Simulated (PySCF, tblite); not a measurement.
# C17H19BrSi: electronic excitations, NMR shifts

Aim: compute the electronic excitations, NMR shifts of C17H19BrSi (`C[Si](C)(C)c1ccc(/C=C/c2ccc(Br)cc2)cc1`).

Programs: tblite 0.8.0 and PySCF 2.14.0, with routines of our own; each step states its level. All values are computed. Atoms count from 0.

## Step 1: The starting structure

38 atoms, charge 0, multiplicity 1; geometry from: force field, distance geometry or constructed start.

## Step 2: Relaxing the molecule with GFN2-xTB

Job settings and geometry (Å):

```
{"job": {"kind": "relax", "xc": "GFN2-xTB", "basis": "xTB"}, "charge": 0, "multiplicity": 1}
C     -4.623500    -1.565800    -1.272300
Si    -4.279400    -0.450500     0.196200
C     -5.242400     1.139200     0.024000
C     -4.797200    -1.317900     1.779300
C     -2.400400    -0.110900     0.283100
C     -1.893100     1.195800     0.221800
C     -0.510200     1.428100     0.279200
C      0.394500     0.364200     0.386200
C      1.831800     0.650400     0.471100
C      2.775400    -0.095000    -0.114700
C      4.214200     0.194400    -0.032600
C      4.718600     1.499500    -0.097500
C      6.095100     1.736800    -0.037000
C      6.980500     0.661800     0.067800
Br     8.838200     0.982700     0.145000
C      6.492800    -0.642100     0.128700
C      5.117500    -0.871900     0.066800
C     -0.115800    -0.943900     0.455300
C     -1.493600    -1.174500     0.402200
H     -4.306100    -1.083500    -2.198100
H     -4.101300    -2.512900    -1.174100
H     -5.700300    -1.773000    -1.344800
H     -6.317300     0.936700    -0.016700
H     -5.072900     1.801800     0.872000
H     -4.965200     1.671800    -0.892000
H     -4.272700    -2.273500     1.902400
H     -5.869900    -1.527300     1.772700
H     -4.578400    -0.698900     2.659200
H     -2.548800     2.057600     0.134700
H     -0.146400     2.451100     0.240700
H      2.094200     1.536200     1.048000
H      2.511100    -0.975700    -0.693100
H      4.048500     2.350000    -0.207200
H      6.472400     2.754500    -0.089200
H      7.177600    -1.483000     0.202000
H      4.753300    -1.895900     0.104600
H      0.554700    -1.788800     0.565200
H     -1.841700    -2.203300     0.453800
```

The run is started by

```console
$ OMP_NUM_THREADS=1 python large_run.py task.json out
```

This one command runs all jobs of the session in turn.

Output:

```text
step      E/eV     max force
  0   -1410.65850    0.969
  1   -1410.73484    0.473
  2   -1410.76349    0.294
  3   -1410.77808    0.183
  4   -1410.78701    0.142
  5   -1410.79164    0.125
  6   -1410.79619    0.161
  7   -1410.80047    0.165
  8   -1410.80447    0.151
  9   -1410.80710    0.100
 10   -1410.80888    0.111
 11   -1410.81043    0.109
 12   -1410.81217    0.092
 13   -1410.81438    0.087
 14   -1410.81731    0.122
 15   -1410.82120    0.146
 16   -1410.82593    0.145
 17   -1410.83065    0.163
 18   -1410.83491    0.151
 19   -1410.83883    0.143
 20   -1410.84196    0.122
 21   -1410.84459    0.103
 22   -1410.84704    0.079
 23   -1410.84950    0.104
 24   -1410.85203    0.114
 25   -1410.85448    0.093
 26   -1410.85645    0.078
 27   -1410.85788    0.057
 28   -1410.85914    0.075
 29   -1410.86044    0.090
 30   -1410.86160    0.071
 31   -1410.86227    0.074
 32   -1410.86310    0.053
 33   -1410.86377    0.045
 34   -1410.86486    0.045
 35   -1410.86572    0.047
 36   -1410.86660    0.040
 37   -1410.86729    0.042
 38   -1410.86798    0.046
 39   -1410.86862    0.043
 40   -1410.86918    0.043
 41   -1410.86967    0.048
 42   -1410.87019    0.061
 43   -1410.87069    0.051
 44   -1410.87108    0.035
 45   -1410.87141    0.034
 46   -1410.87184    0.052
 47   -1410.87250    0.076
 48   -1410.87333    0.081
 49   -1410.87415    0.058
 50   -1410.87484    0.046
 51   -1410.87545    0.039
 52   -1410.87598    0.049
 53   -1410.87646    0.034
 54   -1410.87677    0.029
 55   -1410.87702    0.025
 56   -1410.87726    0.028
 57   -1410.87747    0.025
 58   -1410.87766    0.032
 59   -1410.87786    0.033
 60   -1410.87811    0.030
 61   -1410.87839    0.027
 62   -1410.87863    0.034
 63   -1410.87881    0.025
 64   -1410.87900    0.023
 65   -1410.87924    0.026
 66   -1410.87944    0.021
 67   -1410.87961    0.022
 68   -1410.87975    0.022
 69   -1410.87989    0.020
```

Wall time 2.7 s (1 thread of Intel Xeon 6975P-C, shared host); peak memory 0.19 GiB.

Along the way:

```csv
step,energy from step 0 (eV),largest force (eV/Å)
0,0.0000,0.9682
1,-0.0763,0.4735
2,-0.1050,0.2942
3,-0.1196,0.1827
4,-0.1285,0.1425
5,-0.1331,0.1252
6,-0.1377,0.1611
7,-0.1420,0.1653
8,-0.1460,0.1513
13,-0.1559,0.0880
18,-0.1764,0.1511
23,-0.1910,0.1036
28,-0.2006,0.0749
33,-0.2053,0.0448
39,-0.2101,0.0428
44,-0.2126,0.0352
49,-0.2157,0.0576
54,-0.2183,0.0288
59,-0.2194,0.0326
65,-0.2207,0.0264
66,-0.2209,0.0220
67,-0.2211,0.0220
68,-0.2213,0.0224
69,-0.2214,0.0199
```

Distances of close pairs at the start and the end, largest changes first:

```csv
bond,before (Å),after (Å),change (Å)
Si1–C2,1.867,1.906,+0.039
C0–Si1,1.876,1.909,+0.033
Si1–C3,1.878,1.909,+0.031
C5–C6,1.403,1.379,-0.025
C9–C10,1.470,1.450,-0.020
C17–C18,1.398,1.378,-0.020
C7–C8,1.468,1.449,-0.019
C13–Br14,1.887,1.906,+0.019
```

The next job starts from the end point, and lists it.

## Step 3: Vibrational analysis with GFN2-xTB

Job settings and geometry (Å):

```
{"job": {"kind": "ir", "xc": "GFN2-xTB", "basis": "xTB"}, "charge": 0, "multiplicity": 1}
C     -4.601783    -1.572544    -1.275331
Si    -4.269045    -0.446229     0.229358
C     -5.263700     1.167780     0.035047
C     -4.783239    -1.343518     1.834124
C     -2.404909    -0.082379     0.280407
C     -1.896481     1.213299     0.275496
C     -0.538315     1.451656     0.269631
C      0.381639     0.399260     0.259292
C      1.795452     0.714172     0.224054
C      2.806432    -0.163539     0.139734
C      4.220413     0.154476     0.101360
C      4.715520     1.462487     0.076324
C      6.071843     1.712639     0.042531
C      6.960339     0.649903     0.033991
Br     8.834262     0.993912    -0.006180
C      6.505387    -0.657596     0.051534
C      5.146385    -0.894768     0.082032
C     -0.124474    -0.903495     0.283935
C     -1.484175    -1.129219     0.296011
H     -4.289937    -1.095641    -2.199652
H     -4.060874    -2.509985    -1.193802
H     -5.656699    -1.811291    -1.367786
H     -6.326657     0.958878    -0.036193
H     -5.122738     1.833017     0.881011
H     -4.975363     1.704922    -0.863495
H     -4.238577    -2.274860     1.955677
H     -5.842355    -1.583061     1.827283
H     -4.589363    -0.734650     2.712145
H     -2.579467     2.049350     0.275487
H     -0.171814     2.469181     0.267068
H      2.011775     1.773844     0.266705
H      2.586230    -1.221657     0.092959
H      4.033965     2.298639     0.077234
H      6.441310     2.726549     0.019853
H      7.207807    -1.476805     0.039732
H      4.790579    -1.915132     0.092624
H      0.550950    -1.746003     0.295407
H     -1.846526    -2.147199     0.316962
```

Output:

```text
mode    cm-1     km/mol
  1      -2.1      0.01
  2      14.9      0.02
  3      19.2      0.10
  4      37.0      0.40
  5      39.9      0.31
  6      75.7      0.06
  7      89.7      0.08
  8      94.0      0.19
  9     105.2      0.44
 10     122.9      1.20
 11     126.3      0.83
 12     141.4      0.02
 13     154.9      1.34
 14     157.3      0.24
 15     182.8      5.58
 16     191.0      3.64
 17     203.5      6.53
 18     250.3      3.03
 19     286.6      5.77
 20     300.8      4.06
 21     321.3      9.29
 22     342.7      3.61
 23     357.9      0.50
 24     370.2      0.05
 25     420.6     10.16
 26     455.3      1.23
 27     457.0      0.34
 28     513.8      9.29
 29     600.3      0.18
 30     600.7      0.81
 31     607.8      0.02
 32     643.1      3.86
 33     655.5      2.07
 34     677.7      0.84
 35     686.5     35.63
 36     736.1     17.42
 37     740.5     13.23
 38     763.1      0.29
 39     776.5      0.07
 40     790.9      2.34
 41     792.4      8.24
 42     803.7     29.66
 43     816.5      3.05
 44     844.1    100.17
 45     851.6    194.39
 46     853.4    175.72
 47     857.5      0.51
 48     860.0    181.81
 49     863.6      6.87
 50     882.5    159.77
 51     906.5      0.33
 52     914.8      0.05
 53     918.1      0.30
 54     925.8      0.11
 55     987.8     17.11
 56     991.4     18.75
 57    1010.5      3.87
 58    1097.0     20.82
 59    1137.9      8.72
 60    1147.1     21.11
 61    1154.6     41.89
 62    1191.4      2.30
 63    1204.2      2.99
 64    1221.0      0.15
 65    1246.6      1.20
 66    1268.8      0.28
 67    1282.6      0.19
 68    1299.5      0.58
 69    1311.3      0.60
 70    1333.5      2.25
 71    1341.8      0.41
 72    1371.6     15.07
 73    1372.4     15.44
 74    1376.4      8.00
 75    1396.6      3.75
 76    1404.2      2.77
 77    1459.3     80.69
 78    1483.2      0.39
 79    1483.6      0.26
 80    1484.4      0.03
 81    1487.4      0.61
 82    1488.8      0.51
 83    1493.2      0.34
 84    1495.6      0.97
 85    1549.9      2.97
 86    1562.6      1.85
 87    1569.9      4.54
 88    1590.5      0.24
 89    1642.1     34.21
 90    3039.9      6.25
 91    3040.3     11.91
 92    3040.7     11.33
 93    3041.8     24.11
 94    3042.4      8.88
 95    3044.9     32.30
 96    3046.9     55.00
 97    3048.1    103.11
 98    3049.5     42.64
 99    3054.2      1.95
100    3061.4      7.44
101    3066.1     76.99
102    3069.4      4.56
103    3077.7     27.54
104    3084.5     71.37
105    3087.6     47.24
106    3092.5     11.71
107    3099.8     23.79
108    3103.5     18.19
```

Run time: 7.4 s. Hardware: 1 thread of Intel Xeon 6975P-C, shared host; peak memory 0.19 GiB.

Which atoms move in the most intense modes:

```csv
cm⁻¹,km/mol,atoms
844,100.2,"C9 14 %, C12 12 %, C15 11 %"
852,194.4,"Si1 20 %, H23 19 %, H24 14 %, H27 13 %"
853,175.7,"Si1 22 %, H20 15 %, H19 13 %, H25 12 %"
860,181.8,C9 10 %
882,159.8,"C8 18 %, C18 14 %, C5 11 %"
1459,80.7,"C10 15 %, C12 13 %, C15 13 %"
3048,103.1,"H21 44 %, H22 34 %, H26 11 %"
3066,77.0,"H37 53 %, H36 15 %"
```

## Step 4: Electronic excitations: TDDFT BHandHLYP/def2-SVP

Settings changed since step 3:

```diff
@@ -1,2 +1,2 @@
-{"job": {"kind": "ir", "xc": "GFN2-xTB", "basis": "xTB"}, "charge": 0, "multiplicity": 1}
+{"job": {"kind": "uv", "basis": "def2-SVP", "grid": 1, "kgrid": 0, "vcut": 1.5, "nstates": 8, "ntriplets": 3, "tda": false, "delta": ["ip_vertical"], "pop": true, "xc": "BHandHLYP"}, "charge": 0, "multiplicity": 1}
 C     -4.601783    -1.572544    -1.275331
```

Method: TDDFT BHandHLYP/def2-SVP, vertical, gas phase, core orbitals frozen in the response, virtual orbitals cut by energy.

Output:

```text
start: PBE on a coarse grid of 137224 points
cycle   1  E = -3520.4001471045  dE =  1.144e+00  |g| = 9.226e-01  |ddm| = 8.029e+00
cycle   2  E = -3520.1446729844  dE =  2.555e-01  |g| = 1.312e+00  |ddm| = 2.788e+00
cycle   3  E = -3520.6332472746  dE = -4.886e-01  |g| = 1.848e-01  |ddm| = 1.864e+00
cycle   4  E = -3520.6407775609  dE = -7.530e-03  |g| = 1.080e-01  |ddm| = 3.893e-01
cycle   5  E = -3520.6439750747  dE = -3.198e-03  |g| = 2.647e-02  |ddm| = 1.555e-01
cycle   6  E = -3520.6441499737  dE = -1.749e-04  |g| = 9.970e-03  |ddm| = 4.555e-02
final grid: 137224 points
cycle   7  E = -3521.6249842859  dE = -3.216e-02  |g| = 8.801e-02  |ddm| = 1.512e+00
cycle   8  E = -3521.6258642941  dE = -8.800e-04  |g| = 6.667e-02  |ddm| = 2.259e-01
cycle   9  E = -3521.6266375963  dE = -7.733e-04  |g| = 1.698e-02  |ddm| = 9.020e-02
cycle  10  E = -3521.6267027901  dE = -6.519e-05  |g| = 8.252e-03  |ddm| = 2.956e-02
cycle  11  E = -3521.6267237501  dE = -2.096e-05  |g| = 1.509e-03  |ddm| = 1.283e-02
cycle  12  E = -3521.6267272394  dE = -3.489e-06  |g| = 4.433e-04  |ddm| = 2.647e-03
cycle  13  E = -3521.6267207804  dE =  6.459e-06  |g| = 1.869e-04  |ddm| = 9.703e-04
cycle  14  E = -3521.6267241318  dE = -3.351e-06  |g| = 6.487e-05  |ddm| = 3.841e-04
converged SCF energy = -3521.6267241318
Vertical ionisation energy (delta-SCF) = 7.2679 eV   <S^2> = 0.803

Static polarisability (au): isotropic 252.808, principal 120.256 197.905 440.264

Singlet excitations
state   eV       nm        f      main configurations
  1   4.0845    303.5   1.40031   H->L 0.96
  2   5.0639    244.8   0.01967   H->L+1 0.51, H-3->L 0.21, H-1->L 0.10
  3   5.0898    243.6   0.00331   H-1->L 0.41, H->L+2 0.29, H->L+1 0.08
  4   5.6792    218.3   0.00005   H-2->L 0.75
  5   5.8150    213.2   0.00048   H->L+4 0.67, H-2->L+4 0.27
  6   5.9518    208.3   0.00103   H->L+3 0.55, H-2->L 0.14, H->L+2 0.08
  7   6.0118    206.2   0.25352   H->L+2 0.41, H-1->L 0.33, H-3->L 0.10
  8   6.1090    203.0   0.04935   H-3->L 0.42, H->L+3 0.23, H->L+1 0.19

Triplet excitations (Tamm-Dancoff, eV): 2.5225 3.8119 4.4105
```

Wall time 1.7 min (1 thread of Intel Xeon 6975P-C, shared host); peak memory 0.71 GiB.

Frontier orbitals and where they lie:

```csv
orbital,eV,atoms
HOMO−4,-9.32,Br14 93 %
HOMO−3,-8.54,"C12 26 %, C11 24 %, C16 24 %"
HOMO−2,-8.23,"Br14 24 %, C4 12 %, C7 12 %"
HOMO−1,-8.20,"C17 25 %, C5 24 %, C18 24 %"
HOMO,-6.68,"C9 14 %, C8 14 %, C4 10 %"
LUMO,-0.79,"C8 16 %, C9 15 %, C13 10 %"
LUMO+1,0.67,"C16 23 %, C12 23 %, C11 22 %"
LUMO+2,0.95,"C18 24 %, C17 22 %, C6 22 %"
LUMO+3,1.15,"C10 14 %, C7 14 %, C13 14 %"
```

With each of the 8 states as a Gaussian band of 0.4 eV half-width at 1/e, the curve within the window shown has maxima at 303 nm (ε 57,000), 205 nm (ε 12,000) L/(mol cm). Beyond the last state computed it falls off for lack of states. The curve at chosen wavelengths:

nm, ε (L/mol/cm) and a bar:
```
      193       4981 ##
      199       9800 #####
      206      12192 ######
      212       9795 #####
      219       5212 ##
      225       2499 #
      232       1237 
      238       1039 
      245       1128 
      251       1480 
      258       2961 #
      264       6186 ###
      271      13394 #######
      277      22642 ############
      284      35482 ###################
      290      45887 ########################
      297      54276 #############################
      303      56700 ##############################
      310      53849 ############################
      316      47672 #########################
      323      38201 ####################
      329      29757 ###############
      336      20914 ###########
      342      14761 #######
      349       9379 ####
      355       6137 ###
```

Further results of this job:

```csv
property,computed
dipole moment (D),2.21
polarisability (Å³),37.46
HOMO–LUMO gap (eV),5.89
−ε(HOMO) (eV),6.68
```

[end of part 1 of 2]
